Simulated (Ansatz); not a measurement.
# Be3Si4: a short molecular-dynamics run

What does Be3Si4 do over 20 steps of 1 fs at constant energy, with velocities drawn for 100 K? The cell is a randomly packed cell of 14 atoms, taken as it stands, without a relaxation.

All numbers below are computed with Ansatz 0.2.0 (DFT PBE, plane waves, PAW, scalar-relativistic, no spin polarisation).

## (1) The starting structure

The cell holds 14 atoms (Be6Si8): a = 5.655 Å, b = 5.515 Å, c = 5.773 Å, α = 87.09°, β = 84.14°, γ = 101.77°.

As a file:

```xyz
14
Lattice="5.5842 -0.4094 0.7949 -0.9000 5.3365 1.0637 -0.2788 -0.8798 5.6985" Properties=species:S:1:pos:R:3 pbc="T T T"
Be    3.3673    3.3868    3.7966
Be    1.2557    3.3822    4.5813
Si    2.9640    0.0616    2.8209
Be    2.7840    2.1184    5.4966
Be    2.9019    4.3326    5.7616
Si    1.2395    0.7703    4.3659
Si    2.4411    0.0091    6.2868
Si   -1.0787    4.0977    6.5164
Si   -0.5857    2.1363    5.1388
Si    5.3282    0.0385    3.2828
Be    4.1542    1.9214    2.1336
Be    1.5633    1.8433    2.3441
Si    2.3516    3.9126    1.7980
Si    0.0630    3.5931    2.6079
```

## (2) Molecular dynamics

Input file input.yaml:

```yaml
crystal:
  lattice:
    - [5.584195, -0.409406, 0.794871]
    - [-0.899981, 5.336486, 1.063679]
    - [-0.278751, -0.879835, 5.698485]
  atoms:
    - { symbol: Be, position: [0.746649, 0.761173, 0.420025] }
    - { symbol: Be, position: [0.378251, 0.763165, 0.608736] }
    - { symbol: Si, position: [0.569758, 0.120075, 0.393145] }
    - { symbol: Be, position: [0.629199, 0.572191, 0.77] }
    - { symbol: Be, position: [0.714968, 0.986628, 0.72719] }
    - { symbol: Si, position: [0.30037, 0.278237, 0.672325] }
    - { symbol: Si, position: [0.519758, 0.205203, 0.992433] }
    - { symbol: Si, position: [0.004818, 0.928104, 0.969626] }
    - { symbol: Si, position: [0.02102, 0.533696, 0.79924] }
    - { symbol: Si, position: [0.998926, 0.151203, 0.408526] }
    - { symbol: Be, position: [0.825524, 0.452203, 0.174854] }
    - { symbol: Be, position: [0.361712, 0.419747, 0.282552] }
    - { symbol: Si, position: [0.553066, 0.790583, 0.090806] }
    - { symbol: Si, position: [0.144566, 0.733938, 0.300485] }
kpoints:
  mp_grid: { grid: [3, 3, 3] }
magnetization:
  spin_polarized: false
scf:
  occupations: { method: fermi_dirac, width: 0.05 }
hamiltonian:
  pseudopotentials: { kind: paw }
  xc: pbe
basis:
  ecutwfc: 420
md:
  timestep: 1.0
  n_steps: 20
  ensemble: nve
  temperature: 100.0
  initial_velocities: maxwell_boltzmann
  seed: 257447
```

On the command line:

```
$ ansatz run input.yaml --threads 2 --pin off --max-ram 2560MiB --backend cpu --events-out ev --progress --plain --runs-dir out
```

Standard output, shortened:

```text
Warning: md: disabling space-group detection — thermal motion breaks the input geometry's symmetry, so no spatial operation reduces the k-mesh or symmetrises the density; time reversal is kept, so that k and −k are solved as one point where they differ and the mesh holds both, and exact [...]
Warning: RAYON_NUM_THREADS=2 ignored (pool sized by the plan → 2); use --threads N
[...]
Pseudopotentials: kind: paw
Pseudopotential: Be, paw, valence charge 2, recommended cutoff 420 eV (normal), Be.paw.azcp
Pseudopotential: Si, paw, valence charge 4, recommended cutoff 420 eV (normal), Si.paw.azcp
Functional definition: PBE
[...]
Crystal: 14 atoms, lattice volume = 174.874 Å³
Basis set: ecut = 420 eV, 3423 PW (Γ), exchange–correlation on 80×80×80 points (8 copies of the dense FFT grid, shifted against one another)
Bands: 36, of which v1, the nominal top of the filled ones, is band 22 counted from 1 (21 counted from 0)
Symmetry: 1 space group operations
k-points: 14 of 27 (time reversal used)
[...]
SCF iter   1: F=—  HF=-5635.898108 eV  |F-HF|=—  |Δ(HF+E_count)|=         —  Δρ=3.75e-3  dr2=4.02e-2  ethr=1.77e-3  ⟨swp⟩=9.0  Hψ=3080  notcnv=0  defer=21
[...]
md step     0: t =     0.00 fs  T =   100.0 K  F+E_penalty+E_count = -5635.89124719 eV  E_kin = 0.168038 eV  conserved = -5635.72320919 eV  (6 SCF iters)
[...]
md step     5: t =     5.00 fs  T =    88.9 K  F+E_penalty+E_count = -5635.87255077 eV  E_kin = 0.149336 eV  conserved = -5635.72321468 eV  (2 SCF iters)
[...]
md step     6: t =     6.00 fs  T =    89.8 K  F+E_penalty+E_count = -5635.87417261 eV  E_kin = 0.150954 eV  conserved = -5635.72321828 eV  (3 SCF iters)
SCF iter   1: F=—  HF=-5635.877473 eV  |F-HF|=—  |Δ(HF+E_count)|=         —  Δρ=3.41e-6  dr2=3.19e-8  ethr=1.94e-9  ⟨swp⟩=1.6  Hψ=749  notcnv=0  defer=34
```

## (3) The output, continued

The log, continued, shortened:

```text
[...]
SCF iter   2: F=-5635.877473 eV  HF=-5635.877473 eV  |F-HF|=9.45e-10  |Δ(HF+E_count)|=   4.46e-9  Δρ=1.28e-6  dr2=2.85e-9  ethr=3.18e-11  ⟨swp⟩=3.0  Hψ=1761  notcnv=0
[...]
md step     7: t =     7.00 fs  T =    91.8 K  F+E_penalty+E_count = -5635.87747298 eV  E_kin = 0.154250 eV  conserved = -5635.72322264 eV  (2 SCF iters)
[...]
md step    10: t =    10.00 fs  T =   103.2 K  F+E_penalty+E_count = -5635.89669736 eV  E_kin = 0.173458 eV  conserved = -5635.72323957 eV  (5 SCF iters)
[...]
md step    13: t =    13.00 fs  T =   121.8 K  F+E_penalty+E_count = -5635.92795212 eV  E_kin = 0.204692 eV  conserved = -5635.72326030 eV  (3 SCF iters)
[...]
md step    16: t =    16.00 fs  T =   145.8 K  F+E_penalty+E_count = -5635.96825265 eV  E_kin = 0.244969 eV  conserved = -5635.72328341 eV  (3 SCF iters)
[...]
md step    20: t =    20.00 fs  T =   182.8 K  F+E_penalty+E_count = -5636.03053425 eV  E_kin = 0.307223 eV  conserved = -5635.72331158 eV  (5 SCF iters)
SCF converged after 5 iterations
Free energy (F): -5636.030534 eV
[...]
E sigma→0 (E₀):  -5636.012300 eV
Entropy (-TS):   -0.036468 eV (-2.605 meV/atom)
Fermi energy:    8.939825 eV
[...]
--- Forces (eV/Å), atoms counted from 1 ---
  atom   1  Be    -0.07593394    -0.02913829    -0.18775055
  atom   2  Be     0.06616475    -0.31011196    -0.00311765
  atom   3  Si     0.17949531    -0.01394886    -0.36352659
  atom   4  Be     0.00359379    -0.30745701     0.08527929
  atom   5  Be     0.15671543    -0.11323290     0.11856290
  atom   6  Si    -0.84974360     0.05586957     0.55474333
  atom   7  Si    -0.15868334     0.27559538     0.10675184
  atom   8  Si     0.89713357     0.73234249    -0.25209126
[...]
--- MD trajectory: 20 steps, t = 0.0 → 20.0 fs ---
  final state: T = 182.8 K   F+E_penalty+E_count = -5636.03053425 eV   E_kin = 0.307223 eV
  conserved energy: peak-to-peak 1.033e-4 eV (7.380e-6 eV/atom) over 20.0 fs
```

It took 84 s on 2 threads of an Arm CPU, shared host; peak memory 0.44 GiB.

## (4) Frames and traces

The trajectory, every 2 steps (energies from step 0); msd is the mean square displacement from the start, the centre of mass held:

| time (fs) | T (K) | potential energy change (meV/atom) | total energy change (meV/atom) | msd Be (Å²) | msd Si (Å²) |
| --- | --- | --- | --- | --- | --- |
| 0.0 | 100 | 0.0 | 0.00 | 0.000 | 0.000 |
| 2.0 | 92 | 0.9 | 0.00 | 0.000 | 0.000 |
| 4.0 | 89 | 1.3 | 0.00 | 0.000 | 0.000 |
| 6.0 | 90 | 1.2 | 0.00 | 0.001 | 0.000 |
| 8.0 | 95 | 0.6 | 0.00 | 0.001 | 0.001 |
| 10.0 | 103 | -0.4 | 0.00 | 0.002 | 0.001 |
| 12.0 | 115 | -1.8 | 0.00 | 0.002 | 0.001 |
| 14.0 | 129 | -3.5 | 0.00 | 0.003 | 0.002 |
| 16.0 | 146 | -5.5 | -0.01 | 0.005 | 0.002 |
| 18.0 | 164 | -7.7 | -0.01 | 0.006 | 0.003 |
| 20.0 | 183 | -9.9 | -0.01 | 0.008 | 0.003 |

time (fs), T (K) and a bar:
```
      0.0        100 ####
      1.0         96 ##
      2.0         92 #
      3.0         90 
      4.0         89 
      5.0         89 
      6.0         90 
      7.0         92 #
      8.0         95 ##
      9.0         99 ###
     10.0        103 #####
     11.0        109 ######
     12.0        115 ########
     13.0        122 ###########
     14.0        129 #############
     15.0        137 ###############
     16.0        146 ##################
     17.0        155 #####################
     18.0        164 ########################
     19.0        173 ###########################
     20.0        183 ##############################
```

Pair distribution over the second half of the run:

| r (Å) | g Si–Si | g Be–Si | g Be–Be |
| --- | --- | --- | --- |
| 0.68 | 0.00 | 0.00 | 0.00 |
| 0.84 | 0.00 | 0.00 | 0.00 |
| 1.00 | 0.00 | 0.00 | 0.00 |
| 1.16 | 0.00 | 0.00 | 0.00 |
| 1.32 | 0.00 | 0.00 | 0.00 |
| 1.48 | 0.00 | 0.00 | 0.00 |
| 1.64 | 0.00 | 0.00 | 0.00 |
| 1.80 | 0.00 | 0.00 | 0.00 |
| 1.96 | 0.00 | 0.00 | 0.00 |
| 2.12 | 0.00 | 0.15 | 3.94 |
| 2.28 | 1.06 | 6.01 | 4.25 |
| 2.44 | 4.28 | 2.77 | 0.14 |
| 2.60 | 1.22 | 0.08 | 0.00 |

First peaks of g(r) (not always the tallest), and, where a minimum follows, the mean number of second-named atoms round a first-named one up to the next minimum:

| pair | peak (Å) | height | minimum (Å) | neighbours |
| --- | --- | --- | --- | --- |
| Be–Si | 2.28 | 6.0 | - | - |
| Be–Be | 2.20 | 6.2 | - | - |

## (5) Positions and forces

Extended XYZ, with forces in eV/Å:

```xyz
14
Lattice="5.584 -0.409 0.795 -0.900 5.336 1.064 -0.279 -0.880 5.698" Properties=species:S:1:pos:R:3:forces:R:3 pbc="T T T" time_fs=3.0 T=90 dE=0.0167
Be    3.369    3.377    3.804    0.045   -0.472   -0.215
Be    1.255    3.391    4.578   -0.023   -0.352    0.198
Si    2.960    0.061    2.831    0.232   -0.124    0.188
Be    2.784    2.117    5.499    0.212    0.250   -0.010
Be    2.898    4.332    5.757   -0.028   -0.548   -0.057
Si    1.243    0.766    4.358   -0.568   -0.122    0.853
Si    2.441    0.003    6.287   -0.461    0.514   -0.407
Si   -1.087    4.098    6.523    1.018    0.746   -0.141
Si   -0.577    2.139    5.139   -0.427   -0.003   -0.218
Si    5.324    0.045    3.272   -0.140    0.069   -0.587
Be    4.165    1.933    2.124    0.242    0.076    0.387
Be    1.560    1.850    2.352    0.223    0.148    0.013
Si    2.353    3.910    1.806    0.029   -0.354   -0.382
Si    0.065    3.594    2.603   -0.354    0.172    0.378
14
Lattice="5.584 -0.409 0.795 -0.900 5.336 1.064 -0.279 -0.880 5.698" Properties=species:S:1:pos:R:3:forces:R:3 pbc="T T T" time_fs=6.0 T=90 dE=0.0171
Be    3.371    3.362    3.809    0.048   -0.413   -0.234
Be    1.254    3.396    4.576   -0.031   -0.389    0.196
Si    2.956    0.059    2.841    0.279   -0.043    0.024
Be    2.785    2.118    5.501    0.195    0.202    0.026
Be    2.894    4.325    5.752    0.017   -0.532   -0.006
Si    1.245    0.761    4.352   -0.655   -0.112    0.894
Si    2.439   -0.002    6.286   -0.457    0.530   -0.323
Si   -1.093    4.100    6.529    1.014    0.770   -0.165
Si   -0.570    2.141    5.139   -0.423    0.017   -0.245
Si    5.320    0.052    3.259   -0.107    0.033   -0.555
Be    4.178    1.945    2.118    0.132   -0.026    0.371
Be    1.559    1.859    2.360    0.270    0.082   -0.013
Si    2.355    3.907    1.812    0.050   -0.322   -0.403
Si    0.066    3.595    2.598   -0.331    0.205    0.435
14
Lattice="5.584 -0.409 0.795 -0.900 5.336 1.064 -0.279 -0.880 5.698" Properties=species:S:1:pos:R:3:forces:R:3 pbc="T T T" time_fs=9.0 T=99 dE=0.0024
Be    3.373    3.344    3.812    0.039   -0.339   -0.247
Be    1.252    3.397    4.576   -0.033   -0.410    0.176
Si    2.954    0.058    2.852    0.304    0.016   -0.125
Be    2.789    2.121    5.504    0.167    0.124    0.058
Be    2.891    4.314    5.746    0.062   -0.490    0.042
Si    1.245    0.756    4.350   -0.734   -0.090    0.894
Si    2.435   -0.005    6.283   -0.424    0.520   -0.228
Si   -1.095    4.104    6.534    1.001    0.786   -0.191
Si   -0.564    2.144    5.138   -0.429    0.038   -0.260
Si    5.315    0.059    3.245   -0.059   -0.012   -0.511
Be    4.193    1.958    2.116    0.020   -0.126    0.332
Be    1.560    1.868    2.368    0.302    0.007   -0.017
Si    2.357    3.902    1.817    0.069   -0.264   -0.415
Si    0.066    3.597    2.595   -0.285    0.240    0.491
14
Lattice="5.584 -0.409 0.795 -0.900 5.336 1.064 -0.279 -0.880 5.698" Properties=species:S:1:pos:R:3:forces:R:3 pbc="T T T" time_fs=11.0 T=109 dE=-0.0147
Be    3.375    3.330    3.813    0.028   -0.284   -0.251
Be    1.251    3.396    4.577   -0.028   -0.413    0.154
Si    2.952    0.057    2.859    0.307    0.039   -0.209
Be    2.792    2.124    5.506    0.143    0.058    0.076
Be    2.889    4.304    5.743    0.089   -0.448    0.070
Si    1.244    0.752    4.349   -0.779   -0.069    0.871
Si    2.432   -0.006    6.281   -0.389    0.500   -0.163
Si   -1.095    4.109    6.538    0.988    0.791   -0.207
Si   -0.561    2.145    5.137   -0.441    0.052   -0.260
Si    5.312    0.063    3.234   -0.018   -0.044   -0.475
Be    4.203    1.965    2.117   -0.052   -0.186    0.296
Be    1.563    1.874    2.374    0.315   -0.046   -0.009
Si    2.359    3.899    1.820    0.080   -0.212   -0.417
Si    0.065    3.598    2.594   -0.243    0.262    0.525
14
Lattice="5.584 -0.409 0.795 -0.900 5.336 1.064 -0.279 -0.880 5.698" Properties=species:S:1:pos:R:3:forces:R:3 pbc="T T T" time_fs=14.0 T=129 dE=-0.0493
Be    3.377    3.306    3.812    0.002   -0.198   -0.246
Be    1.249    3.391    4.580   -0.011   -0.398    0.109
Si    2.951    0.055    2.868    0.290    0.049   -0.303
Be    2.798    2.128    5.510    0.102   -0.056    0.093
Be    2.886    4.285    5.739    0.122   -0.362    0.102
Si    1.240    0.747    4.351   -0.829   -0.032    0.803
Si    2.427   -0.007    6.278   -0.323    0.447   -0.067
Si   -1.092    4.117    6.542    0.964    0.788   -0.229
Si   -0.557    2.148    5.134   -0.469    0.073   -0.247
Si    5.307    0.070    3.217    0.055   -0.097   -0.414
Be    4.217    1.975    2.119   -0.148   -0.264    0.228
Be    1.569    1.883    2.382    0.318   -0.123    0.018
Si    2.361    3.893    1.823    0.094   -0.118   -0.414
Si    0.064    3.601    2.594   -0.165    0.290    0.567
14
Lattice="5.584 -0.409 0.795 -0.900 5.336 1.064 -0.279 -0.880 5.698" Properties=species:S:1:pos:R:3:forces:R:3 pbc="T T T" time_fs=17.0 T=155 dE=-0.0919
Be    3.380    3.281    3.808   -0.034   -0.111   -0.226
Be    1.247    3.382    4.584    0.021   -0.363    0.055
Si    2.951    0.054    2.877    0.246    0.031   -0.355
Be    2.805    2.132    5.514    0.054   -0.182    0.098
Be    2.885    4.262    5.735    0.145   -0.249    0.119
Si    1.233    0.741    4.356   -0.854    0.011    0.696
Si    2.420   -0.006    6.275   -0.244    0.372    0.024
Si   -1.086    4.128    6.546    0.934    0.769   -0.245
Si   -0.555    2.151    5.131   -0.512    0.095   -0.217
Si    5.302    0.077    3.199    0.141   -0.153   -0.345
Be    4.230    1.982    2.125   -0.227   -0.322    0.147
Be    1.579    1.891    2.390    0.304   -0.193    0.058
Si    2.364    3.887    1.825    0.103   -0.011   -0.402
Si    0.062    3.605    2.596   -0.078    0.306    0.593
14
Lattice="5.584 -0.409 0.795 -0.900 5.336 1.064 -0.279 -0.880 5.698" Properties=species:S:1:pos:R:3:forces:R:3 pbc="T T T" time_fs=20.0 T=183 dE=-0.1393
Be    3.383    3.254    3.803   -0.076   -0.029   -0.188
Be    1.246    3.370    4.588    0.066   -0.310   -0.003
Si    2.951    0.053    2.885    0.179   -0.014   -0.364
Be    2.813    2.134    5.520    0.004   -0.307    0.085
Be    2.885    4.238    5.733    0.157   -0.113    0.119
Si    1.224    0.736    4.362   -0.850    0.056    0.555
Si    2.413   -0.004    6.271   -0.159    0.276    0.107
Si   -1.078    4.142    6.549    0.897    0.732   -0.252
Si   -0.554    2.154    5.127   -0.563    0.117   -0.171
Si    5.298    0.083    3.180    0.236   -0.211   -0.273
Be    4.240    1.986    2.131   -0.283   -0.356    0.060
Be    1.591    1.897    2.399    0.275   -0.247    0.107
Si    2.367    3.881    1.826    0.105    0.100   -0.381
Si    0.059    3.610    2.599    0.011    0.307    0.599
```

## (6) Summary of results

```
                             quantity                          value
                               length               20 steps of 1 fs
     temperature, first and last step                  100 and 183 K
             temperature, second half  mean 140 K, from 103 to 183 K
        potential energy, second half     -5 meV/atom from the start
   largest change of the total energy                  0.01 meV/atom
mean square displacement, second half          Be 0.004, Si 0.002 Å²
```

In words: The temperature starts at 100 K and averages 140 K in the second half, where it still rises, from 103 to 183 K; the start was no minimum (force components up to 1.0 eV/Å), and the potential energy that it sheds (5 meV/atom) turns into motion. The total energy strays from its start by at most 0.01 meV/atom, under 0.1 % of the mean kinetic energy, which is good for a step of 1 fs. Over the second half Be atoms stand 0.1 Å (root mean square) from where they began, and the farthest move is 0.1 Å. Averages from a run of 20 fs with 14 atoms are rough.
